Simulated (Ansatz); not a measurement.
# ZnHgO2 (P4/mmm) in Ansatz: single point with PBE

Aim: the single point of ZnHgO2 with PBE.

Program: Ansatz 0.2.0. These are calculated values, not measurements. Logs are shortened: lines on timing, memory, paths and dates and some standing lists are left out, and cuts for length are marked.

### Step 1. The crystal as given

The structure is tetragonal, space group P4/mmm (No. 123). The conventional cell has a = 4.009 Å, b = 4.009 Å, c = 3.305 Å, α = 90.00°, β = 90.00°, γ = 90.00°. Zn (site symmetry 4/mmm) has 4 O at 2.00 Å as nearest neighbours. Hg (site symmetry 4/mmm) is surrounded by 8 O at 2.60 Å. O (site symmetry mmm) is surrounded by 2 Zn at 2.00 Å.

The cell was built by a generator and needn't be a form met in nature.

### Step 2. Single point, PBE

The input, input.yaml:

```yaml
crystal:
  lattice:
    - [4.00922, 0.0, 0.0]
    - [0.0, 4.00922, 0.0]
    - [0.0, 0.0, 3.30459]
  atoms:
    - { symbol: Zn, position: [0.0, 0.0, 0.0] }
    - { symbol: Hg, position: [0.5, 0.5, 0.5] }
    - { symbol: O, position: [0.5, 0.0, 0.0] }
    - { symbol: O, position: [0.0, 0.5, 0.0] }
hamiltonian:
  xc: pbe
  pseudopotentials: { kind: paw }
kpoints:
  mp_grid: { grid: [5, 5, 6] }
scf:
  occupations: { method: fermi_dirac, width: 0.05 }
output:
  forces: true
  stress: true
  eigenvalues: true
```

Potentials or basis: Ansatz PAW.

Command:

```bash
$ ansatz run input.yaml --threads 2 --pin off --max-ram 5632MiB --backend cpu --events-out ev --progress --plain --runs-dir out
```

What it wrote:

```text
Warning: RAYON_NUM_THREADS=2 ignored (pool sized by the plan → 2); use --threads N
Engine: ansatz 0.2.0, aarch64-unknown-linux-gnu
Pseudopotentials: kind: paw
Pseudopotential: Zn, paw, valence charge 12, recommended cutoff 420 eV (normal), Zn.paw.azcp
Pseudopotential: Hg, paw, valence charge 20, recommended cutoff 420 eV (normal), Hg.paw.azcp
Pseudopotential: O, paw, valence charge 6, recommended cutoff 420 eV (normal), O.paw.azcp
Functional definition: PBE
  parameter kappa = 0.804
  parameter beta = 0.06672455060314922
  exchange = pbe_x(kappa = kappa, mu = beta*pi^2/3)
  correlation = pbe_c(beta = beta)
Crystal: 4 atoms, lattice volume = 53.117 Å³
Basis set: ecut = 420 eV, 1035 PW (Γ), exchange–correlation on 54×54×48 points (8 copies of the dense FFT grid, shifted against one another)
Bands: 27, of which v1, the nominal top of the filled ones, is band 22 counted from 1 (21 counted from 0)
Symmetry: 16 space group operations
Space group: P4/mmm (ITA 123), of the structure as read, at distance tolerance 3.8e-5 Å
k-points: 24 of 150
Non-local potential: Zn, projectors of the file, l = 0: 2, l = 1: 2, l = 2: 3, l = 3: 1
Non-local potential: Hg, projectors of the file, l = 0: 3, l = 1: 2, l = 2: 2, l = 3: 1
Non-local potential: O, projectors of the file, l = 0: 2, l = 1: 2, l = 2: 1
PAW form: soft (Blöchl's): semilocal exchange-correlation on the pseudo side does not see the compensation charge
PAW one-centre angular grid: Zn, 590 points (default); XC on 64 Gauss nodes
PAW one-centre angular grid: Hg, 590 points (default); XC on 64 Gauss nodes
PAW one-centre angular grid: O, 110 points (default); XC on 64 Gauss nodes
Initial density: superposition of atomic densities (neutral atoms: chi_scale 0, normalization atom), corrected by the library's trained network
Initial wavefunctions: pseudopotential atomic-orbital guess
Functional: x = pbe(κ = 0.804, μ = 0.2195149727645171), c = pbe(β = 0.06672455060314922)
SCF iter   1: F=—  HF=-18264.354173 eV  |F-HF|=—  |Δ(HF+E_count)|=         —  Δρ=5.55e-3  dr2=1.21e-2  ethr=1.77e-3  ⟨swp⟩=5.9  Hψ=2568  notcnv=0
preconditioner: auto → Resta (q_TF=auto, 2.644 Å⁻¹)  ε∞=7.5  [insulator: Δε(μ)=0.388 eV  Ē_g=11.993 eV  σ=0.050 eV  W_gap=0.59  n_scr=18 (ndim 8)  ℏωp=30.6 eV  f_vac=0.001  D(μ)=1.34/eV (n_scr^D=6)  ε∞_Penn≈7.5]
SCF iter   2: F=—  HF=-18264.353614 eV  |F-HF|=—  |Δ(HF+E_count)|=   5.59e-4  Δρ=2.50e-3  dr2=3.01e-3  ethr=2.75e-5  ⟨swp⟩=1.5  Hψ=877  notcnv=0
SCF iter   3: F=—  HF=-18264.353029 eV  |F-HF|=—  |Δ(HF+E_count)|=   5.85e-4  Δρ=6.31e-4  dr2=2.79e-4  ethr=6.83e-6  ⟨swp⟩=2.8  Hψ=1040  notcnv=0
SCF iter   4: F=—  HF=-18264.352972 eV  |F-HF|=—  |Δ(HF+E_count)|=   5.69e-5  Δρ=3.71e-4  dr2=7.58e-5  ethr=6.33e-7  ⟨swp⟩=2.1  Hψ=967  notcnv=0
SCF iter   5: F=—  HF=-18264.352903 eV  |F-HF|=—  |Δ(HF+E_count)|=   6.92e-5  Δρ=1.07e-4  dr2=6.51e-6  ethr=1.72e-7  ⟨swp⟩=2.0  Hψ=976  notcnv=0
SCF iter   6: F=—  HF=-18264.352902 eV  |F-HF|=—  |Δ(HF+E_count)|=   9.13e-7  Δρ=2.28e-5  dr2=3.65e-7  ethr=1.48e-8  ⟨swp⟩=2.1  Hψ=973  notcnv=0
SCF iter   7: F=-18264.352902 eV  HF=-18264.352902 eV  |F-HF|=1.35e-8  |Δ(HF+E_count)|=   8.98e-8  Δρ=8.21e-6  dr2=5.00e-8  ethr=2.27e-10  ⟨swp⟩=6.7  Hψ=2648  notcnv=0
SCF 1 converged in 7 iterations: F = -18264.352902 eV  dr2 = 5.00e-8
SCF converged after 7 iterations
Free energy (F): -18264.352902 eV
Harris-Foulkes:  -18264.352902 eV  (|F-HF|=1.35e-8)
Internal energy: -18264.342980 eV  (E = F + TS)
E sigma→0 (E₀):  -18264.347941 eV
Entropy (-TS):   -0.009922 eV (-2.480 meV/atom)
Fermi energy:    10.775818 eV
--- Per-component energies (eV) ---
  E_band       = -345.333505
  E_kinetic    = 1078.486073
  E_local      = -4684.084373  (includes V_loc(G=0)·N_el)
  E_nonlocal   = 789.687134
  E_hartree    = 1940.447887
  E_xc         = -501.662651
  E_vxc        = -498.063282  (∫ρ·V_xc dr)
  E_paw        = -12090.464532  (= ΣΔE_a)
  E_vpaw       = -912.261591  (= ΣTr[D̂ρ^β])
  E_aug_tail   = 0.005321  (compensation charges beyond the density's cutoff)
  E_ewald      = -4796.757839
  E_smearing   = -0.009922  (= −TS)
  E_closure    = -0.000000  (closes the sum)
  Σ components = -18264.352902   (vs F -18264.352902, Δ=0.00e0)
--- Forces (eV/Å), atoms counted from 1 ---
  atom   1  Zn     0.00000000     0.00000000     0.00000000
  atom   2  Hg     0.00000000    -0.00000000     0.00000000
  atom   3  O     -0.00000000     0.00000000     0.00000000
  atom   4  O      0.00000000     0.00000000     0.00000000
  max |Σ_I F_I| component: 3.79e-29 eV/Å
--- Stress (GPa, compression-positive) ---
        0.086673       0.000000       0.000000
        0.000000       0.086673       0.000000
        0.000000       0.000000       0.054485
  P = ⅓ Tr σ = 0.0759 GPa (0.759 kbar)
--- Band table (eV; the first three rows and the last of 24) ---
  k-point 0: bands = ["-102.8355", "-51.3460", "-51.3460", "-51.3149", "-7.3554", "-6.1463", "4.3357", "4.7639", "4.7818", "4.8612", "4.8612", "5.2250", "5.4959", "5.4959", "5.5366", "5.8120", "6.1599", "6.1599", "8.2633", "8.6153", "9.0575", "9.0575", "9.3990", "13.1393", "19.6491", "19.6492", "22.2751"]
  k-point 1: bands = ["-102.8354", "-51.3458", "-51.3458", "-51.3182", "-7.2724", "-6.1003", "4.3894", "4.7373", "4.7373", "4.8218", "4.9447", "4.9798", "4.9798", "5.0186", "5.4929", "5.7593", "6.7716", "6.7716", "6.7764", "9.3015", "9.3015", "9.5050", "10.3670", "13.4411", "19.2337", "19.2337", "19.7801"]
  k-point 2: bands = ["-102.8353", "-51.3453", "-51.3453", "-51.3247", "-7.0988", "-6.0054", "4.2214", "4.2214", "4.2720", "4.5846", "4.8411", "4.8411", "4.9746", "5.0832", "5.3686", "5.7180", "6.1813", "7.3376", "7.3376", "9.6796", "9.8742", "9.8742", "12.2911", "14.3842", "17.0292", "18.3423", "18.3423"]
  k-point 23: bands = ["-102.8352", "-51.3456", "-51.3456", "-51.3279", "-6.4258", "-6.3203", "3.8271", "4.0133", "4.2657", "4.3613", "4.4098", "4.9232", "5.3189", "5.3301", "5.4423", "5.6728", "6.1323", "7.5286", "7.5442", "8.0888", "9.9316", "10.7601", "11.2433", "13.5309", "19.0299", "19.0868", "19.5619"]
```

It took 1.2 s on 2 threads of Arm Neoverse V2, shared host; peak memory 0.32 GiB.

Results:

```yaml
Free_energy: -18264.3529 eV
Pressure: 0.1 GPa
Band_gap_on_the_k_mesh: none (metal or under the smearing width)
```

Levels at points of the mesh, in eV from the Fermi level:
| k point | band 20 | band 21 | band 22 | band 23 | band 24 | band 25 |
| --- | --- | --- | --- | --- | --- | --- |
| (0.00, 0.00, 0.00) | -2.16 | -1.72 | -1.72 | -1.38 | 2.36 | 8.87 |
| (0.00, 0.00, -0.50) | -1.02 | -0.57 | -0.57 | 3.45 | 3.61 | 5.72 |

Caveat: the pressure holds a Pulay correction of +0.6 GPa for the finite cutoff. Spin-orbit coupling is left out, which matters for the levels of Hg.
